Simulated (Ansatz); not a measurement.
The system is AgRh.

```
Ag Rh
1.0
     2.77759    0.00000    0.00000
    -1.38879    2.40546    0.00000
     0.00000    0.00000    4.80860
Ag Rh
1 1
Direct
  0.00000 0.00000 0.50000
  0.66667 0.33333 0.00000
```

The cell comes from a database or a generator and needn't be the stable form of this composition.

| Property | Result |
| --- | --- |
| Program | Ansatz 0.2.0 |
| Task | relaxation of cell and atoms |
| Functional | PBE |
| Potentials or basis | Ansatz PAW |
| Cutoff | 420 eV (not typed: the program's choice for these potentials) |
| k mesh | 11 × 11 × 6 |
| Occupations | fermi-dirac, width 0.05 eV |
| Spin | no spin polarisation |

At the start: volume 16.06 Å³/atom.

**Question.** Where does the relaxation end?

**Answer.** It ends after 4 steps and the volume is 15.81 Å³/atom (-1.6 %); space group P-6m2 (No. 187, to 0.05 Å).

Step by step:
| step | energy change (eV) | largest force (eV/Å) | volume (Å³) |
| --- | --- | --- | --- |
| 1 | 0.0000 | 0.0000 | 32.13 |
| 2 | -0.0043 | 0.0000 | 31.65 |
| 3 | -0.0044 | 0.0000 | 31.61 |
| 4 | -0.0041 | 0.0000 | 31.61 |

Final structure:
```cif
data_structure
_symmetry_space_group_name_H-M 'P 1'
_symmetry_Int_Tables_number 1
_cell_length_a 2.7689
_cell_length_b 2.7689
_cell_length_c 4.7616
_cell_angle_alpha 90.000
_cell_angle_beta 90.000
_cell_angle_gamma 120.000
_cell_volume 31.61
loop_
_atom_site_label
_atom_site_type_symbol
_atom_site_fract_x
_atom_site_fract_y
_atom_site_fract_z
_atom_site_occupancy
Ag1 Ag 0.00000 0.00000 0.50000 1
Rh1 Rh 0.66667 0.33333 0.00000 1
```

Caveat: the plane-wave basis is chosen anew once the cell has moved, so the energies of steps on either side of that aren't comparable.
